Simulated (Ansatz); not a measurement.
**Aluminium, diamond under BLYP: from relaxation to bulk modulus**

Aim: take aluminium in the diamond structure, relax it, solve it on a dense k-mesh, then scale the cell to 7 volumes from 88 to 112 % of the relaxed one and try a fit of the equation of state. Spin polarisation is left out. The k-meshes are 10×10×10 for the relaxation; 15×15×15 for the dense run; 10×10×10 for the volumes.

This is Al in the diamond structure; at room conditions it is fcc.

Program: Ansatz 0.2.0. Level of theory: DFT BLYP, plane waves (420 eV) with PAW, scalar-relativistic; PBE-made PAW files. These are calculated values, not measurements.

## (1) The starting structure

The structure is cubic, space group Fd-3m (No. 227). The conventional cell has a = 5.639 Å, b = 5.639 Å, c = 5.639 Å, α = 90.00°, β = 90.00°, γ = 90.00°. Al (site symmetry -43m) is surrounded by 4 Al at 2.44 Å.

Coordinates:

```
CELL_PARAMETERS angstrom
0.00000 2.81947 2.81947
2.81947 0.00000 2.81947
2.81947 2.81947 0.00000
ATOMIC_POSITIONS crystal
Al 0.12500 0.12500 0.12500
Al 0.87500 0.87500 0.87500
```

## (2) Relaxing cell and atoms

File input.yaml:

```yaml
crystal:
  lattice:
    - [0.0, 2.8194727963, 2.8194727963]
    - [2.8194727963, 0.0, 2.8194727963]
    - [2.8194727963, 2.8194727963, 0.0]
  atoms:
    - { symbol: Al, position: [0.125, 0.125, 0.125] }
    - { symbol: Al, position: [0.875, 0.875, 0.875] }
hamiltonian:
  xc: blyp
  pseudopotentials:
    kind: paw
    azcp:
      Al: "pseudopotentials/Al.paw.azcp"
basis:
  ecutwfc: 420
  fft_grid_basis: typed
kpoints:
  mp_grid: { grid: [10, 10, 10], shift: [0, 0, 0] }
magnetization:
  spin_polarized: false
scf:
  occupations: { method: fermi_dirac, width: 0.1 }
relax:
  max_steps: 60
  f_tol: 0.01
  cell: {}
```

The runs that follow: The energy on a finer k-mesh; Equation of state: 88 %; Equation of state: 92 %; Equation of state: 96 %; Equation of state: 100 %; Equation of state: 104 %; Equation of state: 108 %; Equation of state: 112 %.

Before running it: what results should come out? Wanted: space group; conventional cell; volume; shortest distance; gap on the mesh; relative to fcc; highest ELF outside the cores; V₀, B₀, B₀′.

The runs gave:

| quantity | value |
| --- | --- |
| space group (spins left aside) | Fd-3m (No. 227) |
| conventional cell | a = 6.158 Å |
| volume | 29.194 Å³/atom |
| shortest distance | 2.667 Å |
| gap on the mesh | none (levels filled in part) |
| relative to fcc | +310 meV/atom |
| highest ELF outside the cores | 0.92, 1.00 Å from the nearest atom |
| V₀, B₀, B₀′ | 29.144 Å³/atom, 31 GPa, 4.4 |

The relaxation enlarged the cell by 30.3 % in volume. Against the reference form of aluminium (fcc, computed apart with the same settings) it stands 310 meV/atom higher. Levels at the Fermi energy are filled in part, as in a metal. The fitted modulus is 31 GPa. The symmetry was held, so the structure may be unstable against distortions that break it.
